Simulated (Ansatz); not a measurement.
CH₅FSSi, SMILES FC([SiH3])S: an atomisation energy, run with Ansatz 0.2.0 through its Python package.

Script `tae_ch5fssi.py`:
```python
from collections import Counter

import ansatz

BASIS_SET = "cc-pVTZ"
METHOD = "mp2"


def single_point(molecule, charge=0, unpaired=0):
    calc = molecule.calculation().basis(gaussian=BASIS_SET).correlation(METHOD)
    if charge:
        calc = calc.charge(charge)
    if unpaired:
        calc = calc.spin("collinear", total=unpaired)
    return calc.run().report["free_energy_ev"]

geometry_ang = [
    ("F", (-0.8764, 0.129, -1.5527)),
    ("C", (-0.2061, 0.6585, -0.518)),
    ("Si", (0.7774, -0.6918, 0.2058)),
    ("S", (-1.282, 1.3445, 0.7023)),
    ("H", (0.4279, 1.4647, -0.9137)),
    ("H", (1.6561, -0.1837, 1.3405)),
    ("H", (1.7685, -1.2807, -0.7775)),
    ("H", (0.0033, -1.7824, 0.7452)),
    ("H", (-2.1802, 0.2956, 0.7511)),
]
molecule = ansatz.Crystal.molecule()
for symbol, xyz in geometry_ang:
    molecule = molecule.atom(symbol, xyz)

unpaired = {"F": 1, "C": 2, "Si": 2, "S": 2, "H": 1}
counts = Counter(site.symbol for site in molecule.cartesian_sites)
atom_energy = {s: single_point(ansatz.Crystal.molecule().atom(s, (0, 0, 0)), 0, unpaired[s]) for s in counts}
whole = single_point(molecule, 0, 0)
for s, e in atom_energy.items():
    print(f"{s:2s} x{counts[s]}  {e:14.5f} eV")
print(f"CH5FSSi: {whole:.5f} eV")
split = sum(counts[s] * e for s, e in atom_energy.items()) - whole
print(f"atomisation energy (no zero-point term): {23.060548 * split:.1f} kcal/mol, {split / sum(counts.values()):.3f} eV an atom")
```

What does it cost to take this molecule apart into atoms?

661.5 kcal/mol from the electronic energies, without the zero-point term.

The output:

`python tae_ch5fssi.py` gives:
```text
F  x1     -2710.39992 eV
C  x1     -1027.46078 eV
Si x1     -7861.70972 eV
S  x1    -10819.94927 eV
H  x5       -13.60052 eV
CH5FSSi: -22516.20732 eV
atomisation energy (no zero-point term): 661.5 kcal/mol, 3.187 eV an atom
```

Notes:
- Total energies depend on the basis set; only differences at equal settings carry meaning.
- The geometry is a force-field or estimated start, not a minimum of this method, and the basis set is short of its limit. All parts are taken at fixed geometry, without zero-point energy.
- For Al to Cl the sets with a tight d function, cc-pV(X+d)Z, are usual.
- Timing: 5.1 s on 1 thread of Arm Neoverse V2, with other jobs on the host, peak memory 0.43 GiB.
